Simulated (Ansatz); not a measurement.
# Ni: the cost of one run

Method: DFT PBEsol, scalar-relativistic, plane waves, PAW, in Ansatz 0.2.0.

## 1. The system as given

Symmetry: Fm-3m, No. 225, cubic system. The conventional cell has a = 3.520 Å, b = 3.520 Å, c = 3.520 Å, α = 90.00°, β = 90.00°, γ = 90.00°. Ni (site symmetry m-3m) has 12 Ni at 2.49 Å as nearest neighbours.

As a file:

```cif
data_structure
_symmetry_space_group_name_H-M 'P 1'
_symmetry_Int_Tables_number 1
_cell_length_a 2.4890
_cell_length_b 2.4890
_cell_length_c 2.4890
_cell_angle_alpha 60.000
_cell_angle_beta 60.000
_cell_angle_gamma 60.000
_cell_volume 10.90
loop_
_atom_site_label
_atom_site_type_symbol
_atom_site_fract_x
_atom_site_fract_y
_atom_site_fract_z
_atom_site_occupancy
Ni1 Ni 0.00000 0.00000 0.00000 1
```

The cell is the measured one, not relaxed. At PBEsol, an earlier run found -10.35 GPa for this cell of 10.904 Å³/atom (16×16×16 mesh), metallic, moments in the atoms' spheres Ni 0.64 μB. The cell is stretched at this level.

## 2. Exchange couplings, spin waves and anisotropy by the force theorem

File input.yaml:

```yaml
crystal:
  lattice:
    - [0.0, 1.7600025826, 1.7600025826]
    - [1.7600025826, 0.0, 1.7600025826]
    - [1.7600025826, 1.7600025826, 0.0]
  atoms:
    - { symbol: Ni, position: [0.0, 0.0, 0.0], spin: 0.7 }
basis:
  ecutwfc: 420
  ecutrho_ratio: 4
kpoints:
  mp_grid: { grid: [14, 14, 14] }
  band_path:
    path:
      - [[0.0, 0.0, 0.0], [0.5, 0.0, 0.5], [0.625, 0.25, 0.625]]
      - [[0.375, 0.375, 0.75], [0.0, 0.0, 0.0], [0.5, 0.5, 0.5], [0.5, 0.25, 0.75], [0.5, 0.0, 0.5]]
    npoints: 6
hamiltonian:
  xc: pbesol
scf:
  occupations: { method: gaussian, width: 0.05 }
  lower_state_search: "off"
output:
  forces: true
  stress: true
  eigenvalues: true
  populations: true
  eigenstates:
    nscf_kmesh: { grid: [14, 14, 14] }
    top_band: c22
    exchange_couplings: { magnetic: [{ site: 0 }] }
    magnetocrystalline_anisotropy: {}
magnetization:
  spin_polarized: true
checkpoint:
  read: start.run
  write: ck
  compress: false
  write_wavefunctions: false
  write_every: 100000
```

start.run is the folder with the converged state of an earlier run on this cell.

On the command line:

```
> ansatz run input.yaml --threads 4 --pin off --max-ram 9216MiB --backend cpu --events-out ev --progress --plain --runs-dir out
```

What time and memory should one allow on 4 threads of AMD EPYC 9R45 (Zen 5), shared host?

About 15 s, with a peak of 0.86 GiB.
